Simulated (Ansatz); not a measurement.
Ba2Tl5V3O12:

```
Ba V Tl O
1.0
     6.06147    0.00000    0.00000
    -2.48324    5.58450    0.00000
    -2.28447   -2.42817   13.72687
Ba V Tl O
2 3 5 12
Direct
  0.88251 0.01561 0.47320
  0.57886 0.79688 0.88922
  0.26936 0.10580 0.98468
  0.11629 0.55820 0.33914
  0.60807 0.30696 0.66552
  0.48361 0.28991 0.38373
  0.08311 0.07485 0.74869
  0.77279 0.89398 0.17719
  0.29791 0.66599 0.60107
  0.97201 0.46636 0.04740
  0.02458 0.05647 0.04354
  0.16369 0.86975 0.88754
  0.33585 0.37289 0.93818
  0.53308 0.10242 0.04892
  0.42674 0.67762 0.40063
  0.95197 0.64202 0.41211
  0.00696 0.24041 0.32565
  0.08373 0.64865 0.23032
  0.85890 0.33214 0.61652
  0.63673 0.58163 0.72390
  0.56343 0.09920 0.74423
  0.34984 0.20226 0.56862
```

The cell was built by a generator and needn't be a form met in nature.

| Item | Value |
| --- | --- |
| Program | Ansatz 0.2.0 |
| Task | relaxation of cell and atoms |
| Functional | BLYP |
| Potentials or basis | Ansatz PAW |
| Cutoff | 420 eV (not typed: the program's choice for these potentials) |
| k mesh | 4 × 4 × 2 |
| Occupations | fermi-dirac, width 0.05 eV |
| Spin | collinear spin, ferromagnetic start |
| Starting moments | [0.0, 0.0, 2.0, 2.0, 2.0, 0.0, 0.0, 0.0, 0.0, 0.0, 0.0, 0.0, 0.0, 0.0, 0.0, 0.0, 0.0, 0.0, 0.0, 0.0, 0.0, 0.0] μB |

At the start: volume 21.12 Å³/atom.

**Question.** Where does the relaxation end?

**Answer.** It ends after 28 steps and the volume is 22.83 Å³/atom (+8.1 %); space group P1 (No. 1, to 0.05 Å); moment 0.00 μB per cell.

The path:
```tsv
step	energy change (eV)	largest force (eV/Å)	volume (Å³)
1	0.0000	0.2533	464.66
2	-0.0738	0.1643	488.79
3	-0.0817	0.0600	488.12
4	-0.0828	0.0415	488.88
5	-0.0837	0.0501	489.00
6	-0.0835	0.0973	489.51
7	-0.0835	0.1523	490.08
8	-0.0871	0.1067	490.34
9	-0.0988	0.1879	491.41
10	-0.1011	0.5969	492.84
11	-0.1102	0.2240	493.20
12	-0.1223	0.1046	491.77
13	-0.1277	0.0896	492.53
14	-0.1285	0.0518	492.53
15	-0.1303	0.0277	492.69
16	-0.1314	0.0288	492.36
17	-0.1310	0.0087	492.58
18	-0.2238	0.0089	492.58
19	-0.2161	0.0297	498.98
20	-0.2154	0.0290	499.75
21	-0.2157	0.0356	500.00
22	-0.2154	0.0129	500.41
23	-0.2153	0.0056	500.53
24	-0.2145	0.0102	500.86
25	-0.2366	0.0097	500.86
26	-0.2337	0.0275	502.30
27	-0.2341	0.0115	502.18
28	-0.2369	0.0116	502.18
```

Final structure:
```
CELL_PARAMETERS angstrom
6.17607 0.06806 -0.13776
-2.46748 5.74798 0.06651
-2.66689 -2.51226 14.13376
ATOMIC_POSITIONS crystal
Ba 0.88079 0.01174 0.46664
Ba 0.57173 0.81774 0.89333
V 0.28414 0.14604 0.98273
V 0.11850 0.56404 0.34176
V 0.59978 0.27566 0.66709
Tl 0.49978 0.31367 0.39961
Tl 0.97039 0.93278 0.71521
Tl 0.80839 0.92793 0.17357
Tl 0.28415 0.63283 0.60426
Tl 0.98845 0.48435 0.05086
O 0.03019 0.07016 0.03112
O 0.19254 0.95476 0.87504
O 0.37594 0.43649 0.96727
O 0.52731 0.09983 0.04482
O 0.42247 0.68133 0.41123
O 0.94491 0.64930 0.40334
O 0.01588 0.25626 0.33087
O 0.09706 0.64753 0.23349
O 0.82810 0.32165 0.60878
O 0.63384 0.53429 0.73496
O 0.59646 0.05809 0.73618
O 0.32922 0.18355 0.57786
```

Caveat: the plane-wave basis is chosen anew once the cell has moved, so the energies of steps on either side of that aren't comparable; the pressure holds a Pulay correction of +0.4 GPa for the finite cutoff; the PAW data sets come from PBE, with cores solved anew for the run's functional, which leaves a small shift of forces and pressure; the starting moments weren't kept.
